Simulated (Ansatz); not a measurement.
A run of Ansatz 0.2.0 is set up as follows.

File input.yaml:

```yaml
crystal:
  lattice:
    - [5.5010079149, 0.0, 0.0]
    - [-2.7505039575, 4.7640126007, 0.0]
    - [0.0, 0.0, 23.7059541542]
  atoms:
    - { symbol: Pd, position: [0.3333333333, 0.1666666667, 0.3374679605] }
    - { symbol: Pd, position: [0.3333333333, 0.6666666667, 0.3374679605] }
    - { symbol: Pd, position: [0.8333333333, 0.1666666667, 0.3374679605] }
    - { symbol: Pd, position: [0.8333333333, 0.6666666667, 0.3374679605] }
    - { symbol: Pd, position: [0.6666666667, 0.3333333333, 0.4322026867] }
    - { symbol: Pd, position: [0.6666666667, 0.8333333333, 0.4322026867] }
    - { symbol: Pd, position: [0.1666666667, 0.3333333333, 0.4322026867] }
    - { symbol: Pd, position: [0.1666666667, 0.8333333333, 0.4322026867] }
    - { symbol: Pd, position: [0.0, 0.5, 0.526937413] }
    - { symbol: Pd, position: [0.0, 0.0, 0.526937413] }
    - { symbol: Pd, position: [0.5, 0.5, 0.526937413] }
    - { symbol: Pd, position: [0.5, 0.0, 0.526937413] }
    - { symbol: Br, position: [0.25, 0.5, 0.6627682671] }
    - { symbol: Br, position: [-0.1008344857, 0.5408302106, 0.7139959035] }
hamiltonian:
  xc: pbe
  pseudopotentials: { kind: paw }
kpoints:
  mp_grid: { grid: [6, 6, 1] }
scf:
  occupations: { method: fermi_dirac, width: 0.05 }
output:
  forces: true
  eigenvalues: true
  write_density: true
  write_potential: true
  elf: true
  volumetric_format: npy
efield:
  axis: 3
  dipole_correction: true
  ramp_width: 0.04
```

Potentials or basis: Ansatz PAW.

Command:

```sh
$ ansatz run input.yaml --threads 4 --pin off --max-ram 11264MiB --backend cpu --events-out ev --progress --plain --runs-dir out
```

(1) Predict the work function of the lower face.

(2) Predict the dipole across the slab.

Answers

(1) 5.25 eV.

(2) -0.072 e·Å.
